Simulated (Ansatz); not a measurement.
Set up this calculation in Ansatz 0.2.0, as the native input.

- Task: relaxation of cell and atoms
- Functional: PBEsol
- Potentials or basis: Ansatz PAW
- Cutoff: 420 eV (not typed: the program's choice for these potentials)
- k mesh: 6 × 6 × 6
- Occupations: fermi-dirac, width 0.05 eV
- Spin: collinear spin, ferromagnetic start
- Starting moments: [4.0, 4.0, 4.0, 4.0, 0.0, 0.0, 0.0, 0.0, 0.0, 0.0, 0.0, 0.0] μB

MnO2:

```
CELL_PARAMETERS angstrom
0.00000 4.01999 4.01999
4.01999 0.00000 4.01999
4.01999 4.01999 0.00000
ATOMIC_POSITIONS crystal
Mn 0.12500 0.12500 0.12500
Mn 0.12500 0.12500 0.62500
Mn 0.62500 0.12500 0.12500
Mn 0.12500 0.62500 0.12500
O 0.36095 0.36095 0.36095
O 0.36095 0.36095 0.91714
O 0.91714 0.36095 0.36095
O 0.36095 0.91714 0.36095
O 0.88905 0.88905 0.33286
O 0.88905 0.88905 0.88905
O 0.88905 0.33286 0.88905
O 0.33286 0.88905 0.88905
```

The cell is a database's computed one.

One way to write it, as run:

input.yaml

```yaml
crystal:
  lattice:
    - [0.0, 4.0199925062, 4.0199925062]
    - [4.0199925062, 0.0, 4.0199925062]
    - [4.0199925062, 4.0199925062, 0.0]
  atoms:
    - { symbol: Mn, position: [0.125, 0.125, 0.125], spin: 4.0 }
    - { symbol: Mn, position: [0.125, 0.125, 0.625], spin: 4.0 }
    - { symbol: Mn, position: [0.625, 0.125, 0.125], spin: 4.0 }
    - { symbol: Mn, position: [0.125, 0.625, 0.125], spin: 4.0 }
    - { symbol: O, position: [0.3609537633, 0.3609537633, 0.3609537633] }
    - { symbol: O, position: [0.3609537633, 0.3609537633, 0.91713871] }
    - { symbol: O, position: [0.91713871, 0.3609537633, 0.3609537633] }
    - { symbol: O, position: [0.3609537633, 0.91713871, 0.3609537633] }
    - { symbol: O, position: [0.8890462367, 0.8890462367, 0.33286129] }
    - { symbol: O, position: [0.8890462367, 0.8890462367, 0.8890462367] }
    - { symbol: O, position: [0.8890462367, 0.33286129, 0.8890462367] }
    - { symbol: O, position: [0.33286129, 0.8890462367, 0.8890462367] }
hamiltonian:
  xc: pbesol
  pseudopotentials: { kind: paw }
magnetization:
  spin_polarized: true
kpoints:
  mp_grid: { grid: [6, 6, 6] }
scf:
  occupations: { method: fermi_dirac, width: 0.05 }
output:
  forces: true
  stress: true
  eigenvalues: true
relax:
  f_tol: 0.01
  max_steps: 40
  cell: { stress_tol: 0.05 }
```

Potentials or basis: Ansatz PAW.

Run with:

```console
$ ansatz run input.yaml --threads 4 --pin off --max-ram 11264MiB --backend cpu --events-out ev --progress --plain --runs-dir out
```

It gave:

* Relaxed volume: 10.71 Å³/atom
* Relaxed cell: a = 5.664 Å, b = 5.664 Å, c = 5.664 Å, α = 60.00°, β = 60.00°, γ = 60.00°
* Space group after relaxing (to 0.05 Å): Fd-3m (No. 227)
* Energy gained by relaxing: 0.8 meV/atom
* Ionic steps: 6
* Pressure after relaxing: 0.0 GPa
* Band gap on the k mesh: 0.35 eV, indirect (least direct gap 0.50 eV)
* Net moment: 12.00 μB per cell
* Absolute moment: 12.10 μB per cell
* Site moments: Mn +2.46; O +0.06 μB

Caveat: the plane-wave basis is chosen anew once the cell has moved, so the energies of steps on either side of that aren't comparable; the pressure holds a Pulay correction of +0.8 GPa for the finite cutoff; only a ferromagnetic start was run, and an antiferromagnetic order may lie lower in energy; the PAW data sets come from PBE, with cores solved anew for the run's functional, which leaves a small shift of forces and pressure.

Wall time 31 s on 4 threads of Intel(R) Xeon(R) Platinum 8488C (Sapphire Rapids), with other jobs on the host, peak memory 0.75 GiB.
